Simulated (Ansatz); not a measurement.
**Si: strong compression**

One table from this session's results is given with a row withheld; the runs are named, their logs left out.

Method: DFT LDA, with the methods named in each step, in Ansatz 0.2.0.

### The structure to begin with

It takes space group Fd-3m (No. 227, cubic). The conventional cell has a = 5.432 Å, b = 5.432 Å, c = 5.432 Å, α = 90.00°, β = 90.00°, γ = 90.00°. Around Si (site symmetry -43m) lie 4 Si at 2.35 Å.

As a file:

```xyz
2
Lattice="0.0000 2.7158 2.7158 2.7158 0.0000 2.7158 2.7158 2.7158 0.0000" Properties=species:S:1:pos:R:3 pbc="T T T"
Si   -0.6789   -0.6789   -0.6789
Si    0.6789    0.6789    0.6789
```

Whether this phase is the stable one at these pressures isn't tested.

Atoms are numbered in the order of the input: Si1, Si2.

Set-up of the first run:

The input, input.yaml:

```yaml
crystal:
  lattice:
    - [0.0, 2.7157741474, 2.7157741474]
    - [2.7157741474, 0.0, 2.7157741474]
    - [2.7157741474, 2.7157741474, 0.0]
  atoms:
    - { symbol: Si, position: [-0.125, -0.125, -0.125] }
    - { symbol: Si, position: [0.125, 0.125, 0.125] }
kpoints:
  mp_grid: { grid: [13, 13, 13] }
scf:
  occupations: { method: fermi_dirac, width: 0.1 }
hamiltonian:
  xc: lda
  pseudopotentials: { kind: paw }
output:
  forces: true
  stress: true
relax:
  f_tol: 0.005
  max_steps: 40
  cell: {}
```

On the command line:

```
ansatz run input.yaml --threads 1 --pin off --max-ram 2048MiB --backend cpu --events-out ev --progress --plain --runs-dir out
```

Among the steps run: Cell relaxed at zero pressure, PAW; Volume scaled by 1, PAW; Volume scaled by 0.94, PAW; Volume scaled by 0.94, PAW (partial_waves polarizable); Volume scaled by 0.88, PAW; Volume scaled by 0.88, PAW (partial_waves polarizable); Volume scaled by 0.8, PAW; Volume scaled by 0.72, PAW; Volume scaled by 0.64, PAW; Volume scaled by 0.55, PAW; Volume scaled by 0.45, PAW; Volume scaled by 0.45, PAW (level accurate).

One of the session's tables, all rows but one given; the rest of the session is left out.

```
                         method  volume over the first  volume (Å³/atom)  pressure (GPa)
                            PAW                      1            19.702            0.00
                            PAW                   0.94            18.520            6.80
                            PAW                   0.88            17.338           16.07
                            PAW                    0.8            15.762           33.94
                            PAW                   0.72                 ?               ?
                            PAW                   0.64            12.609          103.73
                            PAW                   0.55            10.836          183.03
                            PAW                   0.45             8.866          347.34
           PAW (level accurate)                   0.45             8.866          346.33
PAW (partial_waves polarizable)                   0.94            18.520            6.80
PAW (partial_waves polarizable)                   0.88            17.338           16.07
```

Q: Estimate the row for PAW, 0.72 from the others.

**Answer.** volume (Å³/atom): 14.186; pressure (GPa): 61.24. In the column «volume (Å³/atom)» it lies between PAW, 0.64 (12.609) and PAW, 0.8 (15.762).

Caveats from the session: Warnings in the runs' records: written density without core change.
